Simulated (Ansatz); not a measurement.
**AlGa+ (quartet): from Hartree-Fock to the top rungs, aug-cc-pVDZ**

An exercise on one series of results from a longer session: the logs are not shown, and one member is left open.

The runs use Ansatz 0.2.0, Gaussian basis; aug-cc-pVDZ, core rule «outside noble gas», up to 19 orbitals frozen.

The runs, in order: UHF; CCSD(T) on ROHF; CCSD(T) on UHF; BCCD(T) on ROHF; CISD; CCSDT(Q) on ROHF; CCSDT(Q) on UHF; Full CI.

15 further runs of the same task are left out: 3 for a known fault of the program, 5 that didn't finish, 7 set aside as unsound or not needed.

### The geometry

The geometry is a PBE0/def2-TZVP stationary point (not a proven minimum) of the parent state, kept for this charge and spin. No spin-orbit coupling is included. The filled d shell of Ga may be among the frozen orbitals whatever the setting's name suggests; the logs give the count.

2 atoms, charge 1, spin multiplicity 4.

Atoms are counted from 1 here; the program's logs count them from 0.

No contacts short enough for the rule that draws bonds.

As a file:

```xyz
2

Al    0.0000    0.0000    0.0000
Ga    0.0000    0.0000    3.2403
```

The first run:

Contents of in.yaml:

```yaml
crystal:
  periodic: [false, false, false]
  atoms:
    - {symbol: Al, position_ang: [0.000000, 0.000000, 0.000000]}
    - {symbol: Ga, position_ang: [0.000000, 0.000000, 3.240300]}
basis:
  gaussian: {orbitals: aug-cc-pVDZ}
total_charge: 1
magnetization: {spin_polarized: true, initial_magnetization: 3}
hamiltonian: {xc: hf}
output: {orbitals: {seedname: orbitals}}
```

Command:

```
ansatz run in.yaml --threads 1 --pin off --events-out ev --progress --plain --max-ram 2393MiB
```

Among the steps run: UHF; CCSD(T) on ROHF; CCSD(T) on UHF; BCCD(T) on ROHF; CISD; CCSDT(Q) on ROHF; CCSDT(Q) on UHF; Full CI.

One of the session's tables, all rows but one given; the rest of the session is left out.

```
   method  from FCI (meV)
     ROHF         +1721.8
      UHF         +1614.6
     RMP2               ?
     UMP2          +635.9
     CISD          +106.7
    RCCSD           +92.5
    UCCSD           +86.6
 RCCSD(T)           +48.2
 UCCSD(T)           +44.2
  BCCD(T)           +46.0
   RCCSDT            +4.3
   UCCSDT            +0.7
RCCSDT(Q)            +1.2
UCCSDT(Q)            -2.4
      FCI               0
```

Q: Estimate the row for RMP2 from the others.

The run gave: from FCI (meV): +641.8. In the column «from FCI (meV)» it lies between UMP2 (+635.9) and UHF (+1614.6).

To keep in mind: UCCSDT(Q) falls below full CI: unrestricted runs freeze a spin-polarised core, another one than full CI's, and coupled cluster isn't variational. Levels on UHF freeze UHF's core orbitals, full CI those of ROHF, so the U rows can settle a little off it for that reason alone. Restricted and unrestricted rows rest on different reference determinants; where their highest levels disagree by more than a few hundredths of an eV, they describe different states and don't form one ladder.
